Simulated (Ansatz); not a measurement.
# BiH3Pb: the cost of one run

Program: Ansatz 0.2.0. Level of theory: DFT PBE, scalar-relativistic, plane waves, PAW. These are calculated values, not measurements.

### 1 The system as given

The structure is cubic, space group Pm-3m (No. 221). The conventional cell has a = 4.422 Å, b = 4.422 Å, c = 4.422 Å, α = 90.00°, β = 90.00°, γ = 90.00°. Bi (site symmetry m-3m) has 6 H at 2.21 Å as nearest neighbours. H (site symmetry 4/mmm) has 2 Bi at 2.21 Å and 4 Pb at 3.13 Å as nearest neighbours. Around Pb (site symmetry m-3m) lie 12 H at 3.13 Å.

As a file:

```cif
data_structure
_symmetry_space_group_name_H-M 'P 1'
_symmetry_Int_Tables_number 1
_cell_length_a 4.4219
_cell_length_b 4.4219
_cell_length_c 4.4219
_cell_angle_alpha 90.000
_cell_angle_beta 90.000
_cell_angle_gamma 90.000
_cell_volume 86.46
loop_
_atom_site_label
_atom_site_type_symbol
_atom_site_fract_x
_atom_site_fract_y
_atom_site_fract_z
_atom_site_occupancy
Bi1 Bi 0.50000 0.50000 0.50000 1
H1 H 0.50000 0.00000 0.50000 1
H2 H 0.50000 0.50000 0.00000 1
H3 H 0.00000 0.50000 0.50000 1
Pb1 Pb 0.00000 0.00000 0.00000 1
```

Recipe of the guess: species swapped into a database cell of CsHgBr3 (Pm-3m, No. 221), with Pb on the Cs sites, Bi on the Hg sites and H on the Br sites. The dimensions are guesses.

### 2 Probe: one point on a coarse mesh

File input.yaml:

```yaml
crystal:
  lattice:
    - [4.42191929, 0.0, 0.0]
    - [0.0, 4.42191929, 0.0]
    - [0.0, 0.0, 4.42191929]
  atoms:
    - { symbol: Bi, position: [0.5, 0.5, 0.5] }
    - { symbol: H, position: [0.5, 0.0, 0.5] }
    - { symbol: H, position: [0.5, 0.5, 0.0] }
    - { symbol: H, position: [0.0, 0.5, 0.5] }
    - { symbol: Pb, position: [0.0, 0.0, 0.0] }
basis:
  ecutwfc: 420
kpoints:
  mp_grid: { grid: [4, 4, 4] }
hamiltonian:
  xc: pbe
scf:
  occupations: { method: gaussian, width: 0.1 }
  lower_state_search: "off"
output:
  forces: true
  stress: true
  eigenvalues: true
```

Command:

```
$ ansatz run input.yaml --threads 1 --pin off --max-ram 2048MiB --backend cpu --events-out ev --progress --plain --runs-dir out
```

Q: Estimate wall time and peak memory on 1 thread of Arm Neoverse V1, shared host.

About 1.6 s, with a peak of 0.32 GiB.
